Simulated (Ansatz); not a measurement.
# TiP4W3: the cost of one run

Method: DFT PBE, scalar-relativistic, plane waves, PAW, in Ansatz 0.2.0.

1 further run of the same task is left out (set aside as unsound or not needed).

### Step 1. The structure to begin with

The cell holds 16 atoms (P8Ti2W6): a = 6.446 Å, b = 6.618 Å, c = 6.488 Å, α = 89.71°, β = 86.85°, γ = 93.52°.

It is the last frame of an earlier stage of the same melt, run at 960 K.

Structure file:

```xyz
16
Lattice="6.4402 -0.2010 0.1779 -0.2010 6.6150 0.0196 0.1779 0.0196 6.4857" Properties=species:S:1:pos:R:3 pbc="T T T"
Ti    5.4226    0.3232    4.1952
Ti    6.2800   -0.1813    1.1162
P     1.5490    1.9577    1.0941
P     0.7509    6.1245    3.2046
P     3.8726    5.3612    2.6052
P     4.1897   -0.1015    6.5355
P     4.1869    3.7497    0.8759
P     5.3512    1.7730    2.2023
P     3.8067    2.0783    5.0977
P     1.3578    4.6156    5.1097
W     1.4887    4.4356    1.0004
W     3.0715    2.8794    2.7812
W     3.9260    4.5348    5.0094
W     6.0830    3.6074    3.7047
W     2.0662    0.4046    5.4862
W     6.3342    2.6770    6.2149
```

### Step 2. Dynamics at 300 K

One k point, a Fermi-Dirac width of 0.050 eV and a fixed cell.

File input.yaml:

```yaml
crystal:
  lattice:
    - [6.440243, -0.200989, 0.177906]
    - [-0.200989, 6.615023, 0.019566]
    - [0.177906, 0.019566, 6.48567]
  atoms:
    - { symbol: Ti, position: [0.8269983562, 0.0721426868, 0.6239388204] }
    - { symbol: Ti, position: [0.971145745, 0.001669465, 0.145465084] }
    - { symbol: P, position: [0.2455175354, 0.3029337068, 0.1610525589] }
    - { symbol: P, position: [0.1320934309, 0.928411299, 0.4876736617] }
    - { symbol: P, position: [0.6165973114, 0.8280650394, 0.3822733573] }
    - { symbol: P, position: [0.623200859, 0.0006585483, 0.9905809931] }
    - { symbol: P, position: [0.6652481889, 0.5867135249, 0.1150366594] }
    - { symbol: P, position: [0.8313038548, 0.2923481655, 0.3158739831] }
    - { symbol: P, position: [0.5801132318, 0.3295292952, 0.7690914818] }
    - { symbol: P, position: [0.2111845786, 0.7018531139, 0.7799355332] }
    - { symbol: W, position: [0.248294337, 0.6776443833, 0.1453994656] }
    - { symbol: W, position: [0.4794776273, 0.4486203426, 0.4143189192] }
    - { symbol: W, position: [0.6106984014, 0.7018569157, 0.7535177744] }
    - { symbol: W, position: [0.9473767026, 0.5725118672, 0.5435023697] }
    - { symbol: W, position: [0.299812615, 0.067788652, 0.8374703351] }
    - { symbol: W, position: [0.9712983526, 0.4314517867, 0.9303122537] }
  symmetry: { detect: false }
basis:
  ecutwfc: 420
kpoints:
  mp_grid: { grid: [1, 1, 1], shift: [0.25, 0.25, 0.25] }
hamiltonian:
  xc: pbe
scf:
  occupations: { method: fermi_dirac, width: 0.05 }
  lower_state_search: "off"
  convergence: { dr2_threshold: 1.0e-06 }
output:
  forces: true
  stress: true
md:
  timestep: 3.0
  n_steps: 150
  ensemble: nvt_langevin
  friction: 0.03
  temperature: 300.0
  initial_velocities: maxwell_boltzmann
  seed: 43415
```

Run with:

```
$ ansatz run input.yaml --threads 2 --pin off --max-ram 5120MiB --backend cpu --events-out ev --progress --plain --runs-dir out
```

Q: Estimate wall time and peak memory on 2 threads of Intel Xeon Platinum 8259CL at 2.50GHz (Skylake/Cascade Lake), shared host.

About 5 min, with a peak of 0.64 GiB.
